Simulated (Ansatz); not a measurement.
AlSn in Ansatz: the effect of functional

Crystal: AlSn.

```xyz
2
Lattice="4.1414 0.0000 0.0000 -2.0707 3.5865 0.0000 0.0000 0.0000 3.2622" Properties=species:S:1:pos:R:3 pbc="T T T"
Sn    0.0000    2.3910    1.6311
Al    0.0000    0.0000    0.0000
```

The cell comes from a database or a generator and needn't be the stable form of this composition.

The cell isn't the ideal one: volume scaled by 0.96.

Alike in all runs:

```yaml
Program: Ansatz 0.2.0
Task: single point
Potentials_or_basis: Ansatz PAW
k_mesh: 7 × 7 × 8
Occupations: fermi-dirac, width 0.05 eV
Spin: no spin polarisation
```

```csv
functional,cutoff,pressure (GPa)
LDA,420 eV (not typed: the program's choice for these potentials),-1.0
PBEsol,420 eV (not typed: the program's choice for these potentials),?
r2SCAN,500 eV (not typed: the program's choice for these potentials),1.2
```

Q: What does the run with functional PBEsol give?

A: Pressure 0.4 GPa.

Caveats: the PAW data sets come from PBE, with cores solved anew for the run's functional, which leaves a small shift of forces and pressure.

Runs at the PBE level aren't shown here.
